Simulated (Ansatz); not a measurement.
# AlF3H2: the cost of one run

All numbers below are computed with Ansatz 0.2.0 (RKS BHLYP-D4/def2-SVP).

## (1) The system as given

Bond lengths: Al1–F3 1.690 Å, Al1–F4 1.690 Å, Al1–F5 1.990 Å. Angles: F3–Al1–F4 120.0°, F3–Al1–F5 97.0°, F4–Al1–F5 101.2°.

Structure file:

```xyz
6

Al    0.0000    0.0000    0.0000
H     0.0000    0.0000    1.9100
F     1.4635    0.0000   -0.8450
F    -1.4635    0.0000   -0.8450
F     0.0832   -1.8866    0.6275
H     0.0446   -1.0119    1.7645
```

## (2) Pulling towards end A

Springs on the bonds that form and break draw the guess towards this end; the thresholds are loose.

The input, input.yaml:

```yaml
crystal:
  periodic: [false, false, false]
  atoms:
    - { symbol: Al, position_ang: [0.0, 0.0, 0.0] }
    - { symbol: H, position_ang: [0.0, 0.0, 1.91] }
    - { symbol: F, position_ang: [1.4635, 0.0, -0.845] }
    - { symbol: F, position_ang: [-1.4635, 0.0, -0.845] }
    - { symbol: F, position_ang: [0.0832, -1.8866, 0.6275] }
    - { symbol: H, position_ang: [0.0446, -1.0119, 1.7645] }
basis:
  gaussian: { orbitals: def2-SVP }
hamiltonian:
  xc: { name: BHLYP }
  dispersion: d4
relax:
  f_tol: 0.15
  max_steps: 25
  restrain:
    - { distance: [0, 4], at: 2.89, k: 30.0 }
    - { distance: [5, 1], at: 1.86, k: 30.0 }
    - { distance: [0, 1], at: 1.56, k: 30.0 }
    - { distance: [5, 4], at: 0.92, k: 30.0 }
```

Run with:

```
$ ansatz run input.yaml --threads 1 --pin off --max-ram 2048MiB --backend cpu --events-out ev --progress --plain --runs-dir out
```

Q: Estimate wall time and peak memory on 1 thread of Arm Neoverse V2, shared host.

About 16 s, with a peak of 0.12 GiB.
